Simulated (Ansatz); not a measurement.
# H6InNOSi: one species, many methods

Aim: compute H6InNOSi with functionals from several rungs and with coupled cluster, and see how far each lands from CCSD(T) at the basis-set limit for the atomisation energy.

Computed with Ansatz 0.2.0, Gaussian basis. Level: functionals in def2-TZVPP, the program's frozen cores in correlated methods.

Plan: LDA (SPW92), PBE-D4, revPBE-D4, BLYP-D4, r2SCAN-D4, B97M-V, PBE0-D4, B3LYP-D4, r2SCANh-D4, r2SCAN0-D4, HSE06-D4, BHLYP-D4, CAM-B3LYP-D4, LC-ωPBE, ωB97X-V, ωB97M-V, B2PLYP, PBE-QIDH; CCSD(T)/def2-SVP; CCSD(T)/def2-TZVPP; MP2/def2-QZVPP; extrapolation to the limit; RPA on PBE.

## (1) The relaxed structure

An earlier PBE0-D4 in a triple-zeta def2 set relaxation fixed the geometry. In takes the def2 core potential; no spin-orbit term is included.

SMILES `[OH][InH][NH][SiH3]`, 10 atoms, charge 0, spin multiplicity 1.

Atoms are counted from 1 here; the program's logs count them from 0.

Bond lengths: O1–In2 1.985 Å, O1–H5 0.959 Å, In2–N3 2.027 Å, In2–H6 1.690 Å, N3–Si4 1.716 Å, N3–H7 1.010 Å, Si4–H8 1.489 Å, Si4–H9 1.492 Å, Si4–H10 1.492 Å. Angles: In2–O1–H5 113.7°, O1–In2–N3 111.8°, O1–In2–H6 120.9°, N3–In2–H6 127.3°, In2–N3–Si4 127.6°, In2–N3–H7 115.4°, Si4–N3–H7 117.1°, N3–Si4–H8 106.8°, N3–Si4–H9 113.1°, N3–Si4–H10 113.2°, H8–Si4–H9 108.5°, H8–Si4–H10 108.4°, H9–Si4–H10 106.7°.

## (2) LDA

This LDA is Slater exchange with PW92 correlation.

File in.yaml:

```yaml
crystal:
  periodic: [false, false, false]
  atoms:
    - {symbol: O, position_ang: [-2.302644, 1.387592, 1.624312]}
    - {symbol: In, position_ang: [-1.524635, 0.487845, 0.035190]}
    - {symbol: N, position_ang: [0.421519, 0.000424, 0.322040]}
    - {symbol: Si, position_ang: [1.476026, -0.785964, -0.779526]}
    - {symbol: H, position_ang: [-1.683501, 1.494701, 2.349386]}
    - {symbol: H, position_ang: [-2.457659, 0.207101, -1.345779]}
    - {symbol: H, position_ang: [0.802730, 0.253492, 1.222748]}
    - {symbol: H, position_ang: [0.689485, -1.046891, -2.016771]}
    - {symbol: H, position_ang: [2.666185, 0.037579, -1.141029]}
    - {symbol: H, position_ang: [1.995693, -2.087179, -0.267372]}
basis:
  gaussian: {orbitals: def2-TZVPP}
hamiltonian: {xc: lda}
output: {orbitals: {seedname: orbitals}}
```

On the command line:

```
> ansatz run in.yaml --threads 4 --pin off --events-out ev --progress --plain --max-ram 10444MiB
```

Further steps of the session: PBE-D4 (GGA); revPBE-D4 (GGA); BLYP-D4 (GGA); r2SCAN-D4 (meta-GGA); B97M-V (meta-GGA); B3LYP-D4 (hybrid); r2SCANh-D4 (hybrid); r2SCAN0-D4 (hybrid); HSE06-D4 (hybrid); BHLYP-D4 (hybrid); CAM-B3LYP-D4 (range-separated); LC-ωPBE (range-separated); ωB97X-V (range-separated); ωB97M-V (range-separated); B2PLYP (double hybrid); PBE-QIDH (double hybrid); CCSD(T) in def2-SVP; CCSD(T) in def2-TZVPP; MP2 in def2-QZVPP; RPA on PBE orbitals.

Q: Predict the results of all the runs planned. Wanted: atomisation energy, CCSD(T)/CBS; farthest beyond LDA; mean size of error, GGA; mean size of error, meta-GGA; mean size of error, hybrid; mean size of error, range-separated; mean size of error, double hybrid; gap, smallest and largest; T1 diagnostic.

**Answer**, as computed:

| quantity | value |
| --- | --- |
| atomisation energy, CCSD(T)/CBS | 3012.3 kJ/mol |
| functionals within 30.1 kJ/mol (1.0 %) | PBE-D4, B97M-V, CAM-B3LYP-D4, ωB97X-V, ωB97M-V |
| farthest beyond LDA | BHLYP-D4 (-129.4 kJ/mol) |
| mean size of error, GGA | 59.7 kJ/mol |
| mean size of error, meta-GGA | 35.1 kJ/mol |
| mean size of error, hybrid | 84.4 kJ/mol |
| mean size of error, range-separated | 20.6 kJ/mol |
| mean size of error, double hybrid | 80.3 kJ/mol |
| gap, smallest and largest | 4.13 eV (BLYP-D4), 11.01 eV (LC-ωPBE) |
| T1 diagnostic | 0.0154 |
| triples share of the correlation energy | 3.4 % |

LDA overbinds by 382.1 kJ/mol (13 %). PBE-D4 is off by -26.9 kJ/mol. Double hybrids carry the basis error of their MP2 part in triple zeta, and no dispersion term here, so their miss is partly the set-up's. Taken by rung, range-separated functionals do best (20.6 kJ/mol on average) and hybrid ones worst beyond LDA (84.4 kJ/mol). The gap between the best rungs is small, so their order is not settled. The mean of the hybrids holds BHLYP, with half exact exchange. Misses under about 30.1 kJ/mol are within the doubt on the reference itself, which lacks core-valence correlation, spin-orbit coupling and higher excitations, and its outer-core shells are covered unevenly. All levels share the lack of spin-orbit coupling, which lowers the free heavy atoms and so the true binding. Hartree-Fock recovers 68 % of the binding; the rest is correlation. CCSD(T) in def2-SVP is off by -277.7 kJ/mol, worse than the median functional, from the basis alone. The gap grows from 4.1 to 11.0 eV across the functionals, mostly with the share of exact exchange. Correlated methods include outer-core shells of In, which these sets cover unevenly.
